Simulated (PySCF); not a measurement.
**The bond of PbN, level by level**

One job finds the state of PbN, follows it along the bond with each method and fits the curves.

Program: PySCF 2.14.0. Level of theory: Pb def2-SVP with ECP60, N def2-SVP, scalar-relativistic core potentials. These are calculated values, not measurements.

## 1. Input

A driver script around PySCF takes these settings:

```json
{
 "atoms": "Pb, N",
 "charge": "0",
 "basis": "Pb def2-SVP with ECP60, N def2-SVP",
 "Hamiltonian": "scalar-relativistic core potentials",
 "basis functions": "40",
 "electrons treated": "29",
 "masses in u": "207.9766, 14.0031",
 "levels": "PBE0, PBE, r²SCAN, LDA, TPSSh, PW91, ωB97X, HF, MP2, SCS-MP2, CCSD, CCSD(T)",
 "grid": "80 radial by 434 angular points",
 "occupations": "held fixed by the projection of orbital angular momentum",
 "dissociation limit": "Pb + N, each in its ground configuration",
 "starting distance in angstrom": "2.050",
 "values of 2S to try": "1, 3, 5"
}
```

On the command line:

```
$ OMP_NUM_THREADS=1 python dia.py task.json out
```

Further steps of the session: The PBE0 curve of the state that the search chose; Higher solutions at PBE0; PBE; r²SCAN (meta-GGA); LDA (local density); TPSSh; PW91 (GGA); ωB97X (range-separated hybrid); ROHF (mean field); MP2 and coupled cluster.

Before running it: what results should come out? Wanted: for each run, Re; ωe; De; μ.

As calculated:

Lowest PBE0 solution found, without spin–orbit coupling: Ms = 0.5 determinant of mixed spin (⟨S²⟩ = 1.11), unpaired electrons π ↑. State 2 has its PBE0 minimum 0.15 eV higher, as a spin-mixed determinant (⟨S²⟩ = 1.06), so this is no gap between pure states. State 3 has its PBE0 minimum 0.80 eV higher. State 4 has its PBE0 minimum 1.32 eV higher. The other levels ran on the lowest alone.

| level | Re (Å) | ωe (cm⁻¹) | De (eV) | μ (D) |
| --- | --- | --- | --- | --- |
| ROHF | 2.005 | 744 | -1.71 | -4.48 |
| ROHF-MP2 | 2.106 | 545 | 1.43 | n/a |
| ROHF-SCS-MP2 | 2.108 | 540 | 1.38 | n/a |
| LDA | 2.061 | 631 | 3.23 | -3.14 |
| PBE | 2.091 | 593 | 2.66 | -3.28 |
| PW91 | 2.089 | 594 | 2.68 | -3.28 |
| r²SCAN | 2.100 | 524 | 1.97 | -3.33 |
| TPSSh | 2.097 | 524 | 2.13 | -3.36 |
| PBE0 | 2.097 | 504 | 1.90 | -3.33 |
| ωB97X | 2.070 | 515 | 2.04 | -3.48 |

De is counted to Pb + N in their ground configurations. A positive dipole means Pb(−)N(+). No constants: ROHF-CCSD (the points don't follow one smooth fit); ROHF-CCSD(T) (the points don't follow one smooth fit). ⟨S²⟩ is off the pure value of 0.75 by over a tenth at r²SCAN 1.03, TPSSh 1.00, PBE0 1.11, ωB97X 1.08.

The methods spread over 0.103 Å in bond length, from ROHF to ROHF-SCS-MP2. Among the levels with a De in the table, it runs from -1.71 eV (ROHF) to 3.23 eV (LDA).

Correlated steps freeze 5 core orbitals. These are scalar-relativistic numbers at best; spin–orbit coupling would shift them, the dissociation energy most. A negative De means that the minimum lies above the separated atoms at that level. T1 is 0.043 near the minimum (highest on the curve 0.119), which may point to more than one leading configuration. With spin–orbit coupling the term label itself may not hold.
